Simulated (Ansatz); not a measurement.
# CH3F2NSSi: a ladder of functionals and wavefunction methods

One table from this session's results is given with a row withheld; the runs are named, their logs left out.

Method: functionals in def2-TZVPP, the program's frozen cores in correlated methods; program: Ansatz 0.2.0, Gaussian basis.

The runs, in order: LDA (SPW92), PBE-D4, revPBE-D4, BLYP-D4, r2SCAN-D4, B97M-V, PBE0-D4, B3LYP-D4, r2SCANh-D4, r2SCAN0-D4, HSE06-D4, BHLYP-D4, CAM-B3LYP-D4, LC-ωPBE, ωB97X-V, ωB97M-V, B2PLYP, PBE-QIDH; CCSD(T)/def2-SVP; CCSD(T)/def2-TZVPP; MP2/def2-QZVPP; extrapolation to the limit; RPA on PBE.

**Structure used throughout**

All runs share one geometry, relaxed beforehand with PBE0-D4 in a triple-zeta def2 set.

SMILES `N=C(F)S[SiH2]F`, 9 atoms, charge 0, spin multiplicity 1.

Atoms are counted from 1 here; the program's logs count them from 0.

Bond lengths: N1–C2 1.241 Å, N1–H7 1.014 Å, C2–F3 1.345 Å, C2–S4 1.760 Å, S4–Si5 2.156 Å, Si5–F6 1.595 Å, Si5–H8 1.475 Å, Si5–H9 1.475 Å. Angles: C2–N1–H7 112.7°, N1–C2–F3 118.4°, N1–C2–S4 129.8°, F3–C2–S4 111.9°, C2–S4–Si5 98.5°, S4–Si5–F6 102.8°, S4–Si5–H8 111.5°, S4–Si5–H9 111.4°, F6–Si5–H8 108.6°, F6–Si5–H9 108.6°, H8–Si5–H9 113.3°.

Coordinates:

```xyz
9
charge 0, multiplicity 1
N    -0.3914   -2.3174   -1.1192
C    -0.2169   -1.1776   -0.6600
F    -0.3984   -0.1248   -1.4772
S     0.2520   -0.6760    0.9610
Si    0.2467    1.4574    0.6472
F     0.6616    2.0251    2.0786
H    -0.2321   -3.0448   -0.4308
H     1.2712    1.8612   -0.3347
H    -1.1043    1.9507    0.3180
```

The first run:

in.yaml reads:

```yaml
crystal:
  periodic: [false, false, false]
  atoms:
    - {symbol: N, position_ang: [-0.391378, -2.317433, -1.119247]}
    - {symbol: C, position_ang: [-0.216865, -1.177568, -0.659998]}
    - {symbol: F, position_ang: [-0.398377, -0.124823, -1.477172]}
    - {symbol: S, position_ang: [0.251951, -0.676039, 0.960992]}
    - {symbol: Si, position_ang: [0.246675, 1.457360, 0.647245]}
    - {symbol: F, position_ang: [0.661614, 2.025096, 2.078605]}
    - {symbol: H, position_ang: [-0.232093, -3.044784, -0.430762]}
    - {symbol: H, position_ang: [1.271198, 1.861205, -0.334724]}
    - {symbol: H, position_ang: [-1.104326, 1.950687, 0.317962]}
basis:
  gaussian: {orbitals: def2-TZVPP}
hamiltonian: {xc: lda}
output: {orbitals: {seedname: orbitals}}
```

On the command line:

```console
$ ansatz run in.yaml --threads 4 --pin off --events-out ev --progress --plain --max-ram 10444MiB
```

Steps of the session up to this table: LDA; PBE-D4 (GGA); revPBE-D4 (GGA); BLYP-D4 (GGA); r2SCAN-D4 (meta-GGA); B97M-V (meta-GGA); B3LYP-D4 (hybrid); r2SCANh-D4 (hybrid); r2SCAN0-D4 (hybrid); HSE06-D4 (hybrid); BHLYP-D4 (hybrid); CAM-B3LYP-D4 (range-separated); LC-ωPBE (range-separated); ωB97X-V (range-separated); ωB97M-V (range-separated); B2PLYP (double hybrid); PBE-QIDH (double hybrid).

One table of the session follows, with a row left open; its other results are not shown here.

It belongs to the step «Frontier levels by functional». 

| functional | HOMO (eV) | gap (eV) |
| --- | --- | --- |
| LDA (SPW92) | -6.94 | 4.90 |
| PBE-D4 | -6.79 | 5.02 |
| revPBE-D4 | ? | ? |
| BLYP-D4 | -6.63 | 5.01 |
| r2SCAN-D4 | -7.07 | 5.57 |
| B97M-V | -7.15 | 5.58 |
| PBE0-D4 | -8.00 | 7.15 |
| B3LYP-D4 | -7.77 | 6.70 |
| r2SCANh-D4 | -7.52 | 6.34 |
| r2SCAN0-D4 | -8.19 | 7.50 |
| HSE06-D4 | -7.60 | 6.37 |
| BHLYP-D4 | -9.08 | 9.21 |
| CAM-B3LYP-D4 | -9.30 | 9.52 |
| LC-ωPBE | -10.66 | 12.08 |
| ωB97X-V | -10.29 | 11.60 |
| ωB97M-V | -10.13 | 11.20 |

Estimate the missing values for revPBE-D4.

**Answer.** HOMO (eV): -6.73; gap (eV): 5.08. In the column «HOMO (eV)» it lies between PBE-D4 (-6.79) and BLYP-D4 (-6.63).
